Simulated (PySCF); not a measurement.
# F2O2W (W(O)2(F)2-): the cost of one run

The runs use PySCF 2.14.0; B3LYP, W def2-SVP with ECP60, O def2-SVP, F def2-SVP; scalar-relativistic core potentials, no spin–orbit coupling.

1 further run of the same task is left out (for a known fault of the program).

**1. The starting structure**

5 atoms, charge -1, spin multiplicity 2.

Bond lengths: W1–O2 1.510 Å, W1–O3 1.510 Å, W1–F4 1.737 Å, W1–F5 1.737 Å. Angles: O2–W1–O3 109.5°, O2–W1–F4 109.5°, O2–W1–F5 109.5°, O3–W1–F4 109.5°, O3–W1–F5 109.5°, F4–W1–F5 109.5°.

Geometry (Å):

| atom | x (Å) | y (Å) | z (Å) |
| --- | --- | --- | --- |
| W1 | 0.00000 | 0.00000 | 0.00000 |
| O2 | 0.87160 | 0.87160 | 0.87160 |
| O3 | -0.87160 | -0.87160 | 0.87160 |
| F4 | 1.00300 | -1.00300 | -1.00300 |
| F5 | -1.00300 | 1.00300 | -1.00300 |

Formal oxidation states: W +5.

**2. SCF at the start, doublet**

run.py (the lines that set the calculation) reads:

```python
mol = gto.M(atom='''
W      0.00000     0.00000     0.00000
O      0.87160     0.87160     0.87160
O     -0.87160    -0.87160     0.87160
F      1.00300    -1.00300    -1.00300
F     -1.00300     1.00300    -1.00300''',
    basis={'W': 'def2-SVP', 'O': 'def2-SVP', 'F': 'def2-SVP'},
    ecp={'W': 'def2-SVP'},
    charge=-1, spin=1)
mf = dft.UKS(mol, xc='B3LYP')
mf.grids.atom_grid = (50, 194)
mf = mf.density_fit()  # fitting sets: W def2-universal-JKFIT, O def2-universal-JKFIT, F def2-universal-JKFIT
mf.conv_tol = 1e-08; mf.max_cycle = 55
mf.kernel(dm0)  # dm0: free metal ions and neutral atoms
```

Run with:

```console
$ OMP_NUM_THREADS=2 python run.py
```

**Question.** How long does this run take on 2 threads of Arm Neoverse V2, shared host, and how much memory does it need?

About 10 s, with a peak of 0.63 GiB.
